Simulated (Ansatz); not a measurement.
# NRu: the cost of one run

Method: def2-QZVPP, core rule «outside noble gas», up to 5 orbitals frozen; program: Ansatz 0.2.0, Gaussian basis.

Plan: UHF; ROHF; CCSD(T) on UHF.

2 further runs of the same task are left out: 2 set aside as unsound or not needed.

## 1. What is computed

The geometry is a PBE0/def2-TZVP stationary point (not a proven minimum) of the parent state, kept for this charge and spin. No spin-orbit coupling is included. Elements past krypton take def2 core potentials.

2 atoms, charge 0, spin multiplicity 4.

Atoms are counted from 1 here; the program's logs count them from 0.

Bond lengths: Ru1–N2 1.541 Å.

## 2. UHF

Input file in.yaml:

```yaml
crystal:
  periodic: [false, false, false]
  atoms:
    - {symbol: Ru, position_ang: [0.000000, 0.000000, 0.000000]}
    - {symbol: N, position_ang: [0.000000, 0.000000, 1.540800]}
basis:
  gaussian: {orbitals: "def2-QZVPP.json"}
magnetization: {spin_polarized: true, initial_magnetization: 3}
hamiltonian: {xc: hf}
output: {orbitals: {seedname: orbitals}}
```

Started as:

```bash
ansatz run in.yaml --threads 1 --pin off --events-out ev --progress --plain --max-ram 3968MiB --backend cpu
```

Q: Estimate wall time and peak memory on 1 thread of AMD EPYC 7R13, shared host.

About 23 s, with a peak of 0.32 GiB.
